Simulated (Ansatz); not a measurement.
Runs of Ansatz 0.2.0 on PtF2. The structure is trigonal, space group R-3m (No. 166). The conventional cell has a = 3.130 Å, b = 3.130 Å, c = 14.193 Å, α = 90.00°, β = 90.00°, γ = 120.00°. Pt (site symmetry -3m) is surrounded by 6 F at 2.14 Å. Around F (site symmetry 3m) lie 3 Pt at 2.14 Å. The cell was built by a generator and needn't be a form met in nature.

```csv
level,spin,U,cutoff (eV),gap on the mesh (eV),pressure (GPa),moment (μB),largest force (eV/Å)
r2SCAN+U,"collinear, ferromagnetic start",Pt d U = 5 eV,500,2.16,23.2,2.00,1.48
PBE+U,off,Pt d U = 6 eV,420,(a),24.4,-,1.10
PBE+U,"collinear, ferromagnetic start",Pt d U = 6 eV,420,(c),27.7,2.00,1.72
r2SCAN+U,"collinear, random start",Pt d U = 2 eV,500,(b),22.0,2.00,(d)
```

Alike in all rows: task single point; potentials or basis Ansatz PAW; cell as given; k mesh 7 × 7 × 7; smearing gaussian 0.05 eV.

**Question.** Estimate the missing entries.

**Answer.** (a) none; (b) 1.37; (c) 1.81; (d) 1.41.

Caveats: forces of over 1 eV/Å show positions far from the minimum, so gaps and moduli don't describe the material at rest; the magnetic or orbital state may not be the lowest (some runs); odd divisions of the mesh miss points on the zone boundary, where band edges often lie, so the gap on the mesh can be too wide (some runs); spin-orbit coupling is left out, which moves the levels of the heavy elements (some runs); the PAW data sets come from PBE, with cores solved anew for the run's functional, which leaves a small shift of forces and pressure (some runs); U without spin polarisation on a metal has little footing (some runs).

A k mesh can miss the band edges, and the runs leave out spin-orbit coupling on Pt.
